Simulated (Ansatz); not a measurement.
## BH₅OSi₂, SMILES [SiH3][SiH]1BO1: an atomisation energy, step by step

With the Python package of Ansatz (0.2.0).

Notebook, run cell by cell (the value of a cell's last expression is shown):

In [1]:
```python
from collections import Counter

import ansatz
```

In [2]:
```python
def energy(molecule, charge=0, unpaired=0):
    calc = (
        molecule.calculation()
        .basis(gaussian='def2-TZVPP')
        .functional('cam_b3lyp')
    )
    if charge:
        calc = calc.charge(charge)
    if unpaired:
        calc = calc.spin('collinear', total=unpaired)
    return calc.run().report['free_energy_ev']
```

In [3]:
```python
geometry_ang = [
    ('Si', (-0.5991, 0.9133, -1.0463)),
    ('Si', (0.0997, -0.8563, 0.0088)),
    ('B', (0.6471, -0.5509, 1.8813)),
    ('O', (1.6454, -0.49, 0.7274)),
    ('H', (-1.8969, 0.6239, -1.775)),
    ('H', (-0.8943, 2.0467, -0.0844)),
    ('H', (0.3865, 1.405, -2.0287)),
    ('H', (0.2744, -2.1276, -0.6876)),
    ('H', (0.4256, -1.0104, 2.9873)),
]
system = ansatz.Crystal.molecule()
for symbol, xyz in geometry_ang:
    system = system.atom(symbol, xyz)
```

In [4]:
```python
# Hund ground states
unpaired = {'Si': 2, 'B': 1, 'O': 2, 'H': 1}
counts = Counter(site.symbol for site in system.cartesian_sites)
atom_energy = {s: energy(ansatz.Crystal.molecule().atom(s, (0, 0, 0)), 0, unpaired[s]) for s in counts}
whole = energy(system, 0, 0)
for s, e in atom_energy.items():
    print(f'{s:2s} x{counts[s]}  {e:14.5f} eV')
print(f'BH5OSi2: {whole:.5f} eV')
split = sum(counts[s] * e for s, e in atom_energy.items()) - whole
print(f'atomisation energy (no zero-point term): {96.485332 * split:.1f} kJ/mol, {split / sum(counts.values()):.3f} eV an atom')
```
```text
Si x2     -7874.34661 eV
B  x1      -670.50693 eV
O  x1     -2042.84733 eV
H  x5       -13.57334 eV
BH5OSi2: -18559.51229 eV
atomisation energy (no zero-point term): 2855.8 kJ/mol, 3.289 eV an atom
```

2855.8 kJ/mol from the electronic energies, without the zero-point term.

Reading the output:
- Total energies depend on the basis set; only differences at equal settings carry meaning.
- The geometry is a force-field or estimated start, not a minimum of this method, and the basis set is short of its limit. All parts are taken at fixed geometry, without zero-point energy.
- The whole script took 27 s on 1 thread of AMD EPYC 7571 (shared host), peak memory 0.49 GiB.

(Lines on the test bed's own set-up are left out of the output.)
